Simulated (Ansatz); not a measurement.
The system is LiY3.

```xyz
4
Lattice="-2.3672 2.3672 5.3266 2.3672 -2.3672 5.3266 2.3672 2.3672 -5.3266" Properties=species:S:1:pos:R:3 pbc="T T T"
Y     0.0000    0.0000    5.3266
Y     2.3672    0.0000    2.6633
Y     0.0000    2.3672    2.6633
Li    0.0000    0.0000    0.0000
```

The cell comes from a database or a generator and needn't be the stable form of this composition.

```yaml
Program: Ansatz 0.2.0
Task: relaxation of cell and atoms
Functional: PBEsol
Potentials_or_basis: Ansatz PAW
Cutoff: "420 eV (not typed: the program's choice for these potentials)"
k_mesh: 6 × 6 × 6
Occupations: fermi-dirac, width 0.05 eV
Spin: no spin polarisation
```

At the start: volume 29.85 Å³/atom.

**Question.** How do energy, volume and symmetry change on relaxing?

**Answer.** It ends after 6 steps and the volume is 28.42 Å³/atom (-4.8 %); space group I4/mmm (No. 139, to 0.05 Å).

Step by step:
```tsv
step	energy change (eV)	largest force (eV/Å)	volume (Å³)
1	0.0000	0.0000	119.39
2	-0.0277	0.0000	113.39
3	-0.0287	0.0000	113.67
4	-0.0298	0.0000	113.74
5	-0.0298	0.0000	113.67
6	-0.0297	0.0000	113.67
```

Final structure:
```
CELL_PARAMETERS angstrom
-2.35181 2.35181 5.13792
2.35181 -2.35181 5.13792
2.35181 2.35181 -5.13792
ATOMIC_POSITIONS crystal
Y 0.50000 0.50000 0.00000
Y 0.25000 0.75000 0.50000
Y 0.75000 0.25000 0.50000
Li 0.00000 0.00000 0.00000
```

Caveat: the plane-wave basis is chosen anew once the cell has moved, so the energies of steps on either side of that aren't comparable; the PAW data sets come from PBE, with cores solved anew for the run's functional, which leaves a small shift of forces and pressure.
